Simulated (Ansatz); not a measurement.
# Al2Br2Cl2H2: a ladder of functionals and wavefunction methods

The task here is to estimate one member of a computed series from the others.

Method: functionals in def2-TZVPP, the program's frozen cores in correlated methods; program: Ansatz 0.2.0, Gaussian basis.

The runs, in order: LDA (SPW92), PBE-D4, revPBE-D4, BLYP-D4, r2SCAN-D4, B97M-V, PBE0-D4, B3LYP-D4, r2SCANh-D4, r2SCAN0-D4, HSE06-D4, BHLYP-D4, CAM-B3LYP-D4, LC-ωPBE, ωB97X-V, ωB97M-V, B2PLYP, PBE-QIDH; CCSD(T)/def2-SVP; MP2/def2-TZVPP; MP2/def2-QZVPP; RPA on PBE.

## The geometry

The geometry comes from an earlier relaxation with PBE0-D4 in a triple-zeta def2 set; it is a stationary point, not always the lowest conformer.

SMILES `[Cl][Al@H-]1[Br+][Al@@H-]([Cl])[Br+]1`, 8 atoms, charge 0, spin multiplicity 1.

Atoms are counted from 1 here; the program's logs count them from 0.

Bond lengths: Cl1–Al2 2.091 Å, Al2–Br3 2.446 Å, Al2–Br6 2.446 Å, Al2–H7 1.564 Å, Br3–Al4 2.446 Å, Al4–Cl5 2.091 Å, Al4–Br6 2.446 Å, Al4–H8 1.564 Å. Angles: Cl1–Al2–Br3 108.5°, Cl1–Al2–Br6 108.5°, Cl1–Al2–H7 123.3°, Br3–Al2–Br6 93.3°, Br3–Al2–H7 109.5°, Br6–Al2–H7 109.5°, Al2–Br3–Al4 86.7°, Br3–Al4–Cl5 108.5°, Br3–Al4–Br6 93.3°, Br3–Al4–H8 109.5°, Cl5–Al4–Br6 108.5°, Cl5–Al4–H8 123.3°, Br6–Al4–H8 109.5°, Al2–Br6–Al4 86.7°.

Geometry (Å):

```xyz
8
charge 0, multiplicity 1
Cl    1.8996   -0.0738   -2.5004
Al    1.6268   -0.0451   -0.4275
Br    0.0065   -1.7779    0.1667
Al   -1.5475    0.0453    0.6591
Cl   -3.0336    0.0665   -0.8116
Br    0.0944    1.7784    0.1280
H     2.8104   -0.0631    0.5940
H    -1.8566    0.0697    2.1917
```

The first run:

File in.yaml:

```yaml
crystal:
  periodic: [false, false, false]
  atoms:
    - {symbol: Cl, position_ang: [1.899639, -0.073846, -2.500366]}
    - {symbol: Al, position_ang: [1.626754, -0.045064, -0.427507]}
    - {symbol: Br, position_ang: [0.006468, -1.777924, 0.166683]}
    - {symbol: Al, position_ang: [-1.547460, 0.045268, 0.659107]}
    - {symbol: Cl, position_ang: [-3.033600, 0.066546, -0.811594]}
    - {symbol: Br, position_ang: [0.094413, 1.778371, 0.127950]}
    - {symbol: H, position_ang: [2.810373, -0.063078, 0.594050]}
    - {symbol: H, position_ang: [-1.856577, 0.069736, 2.191656]}
basis:
  gaussian: {orbitals: def2-TZVPP}
hamiltonian: {xc: lda}
output: {orbitals: {seedname: orbitals}}
```

Run with:

```console
$ ansatz run in.yaml --threads 4 --pin off --events-out ev --progress --plain --max-ram 11315MiB
```

Steps of the session up to this table: LDA; PBE-D4 (GGA); revPBE-D4 (GGA); BLYP-D4 (GGA); r2SCAN-D4 (meta-GGA); B97M-V (meta-GGA); PBE0-D4 (hybrid); B3LYP-D4 (hybrid); r2SCANh-D4 (hybrid); r2SCAN0-D4 (hybrid); HSE06-D4 (hybrid); BHLYP-D4 (hybrid); CAM-B3LYP-D4 (range-separated); LC-ωPBE (range-separated); ωB97X-V (range-separated); ωB97M-V (range-separated); B2PLYP (double hybrid); PBE-QIDH (double hybrid).

One of the session's tables, all rows but one given; the rest of the session is left out.

It belongs to the step «Orbital energies across the functionals». 

| functional | HOMO (eV) | gap (eV) |
| --- | --- | --- |
| LDA (SPW92) | -7.78 | 5.88 |
| PBE-D4 | -7.67 | 6.07 |
| revPBE-D4 | -7.63 | 6.16 |
| BLYP-D4 | -7.52 | 6.11 |
| r2SCAN-D4 | -8.04 | 6.80 |
| B97M-V | -8.11 | 6.82 |
| PBE0-D4 | -9.00 | 8.17 |
| B3LYP-D4 | -8.76 | 7.77 |
| r2SCANh-D4 | -8.52 | 7.54 |
| r2SCAN0-D4 | -9.24 | 8.63 |
| HSE06-D4 | -8.60 | 7.41 |
| BHLYP-D4 | -10.21 | 10.25 |
| CAM-B3LYP-D4 | -10.35 | 10.51 |
| LC-ωPBE | ? | ? |
| ωB97X-V | -11.39 | 12.51 |
| ωB97M-V | -11.19 | 12.04 |

Q: Estimate the row for LC-ωPBE from the others.

**Answer.** HOMO (eV): -11.75; gap (eV): 12.98. In the column «HOMO (eV)» it is the lowest.
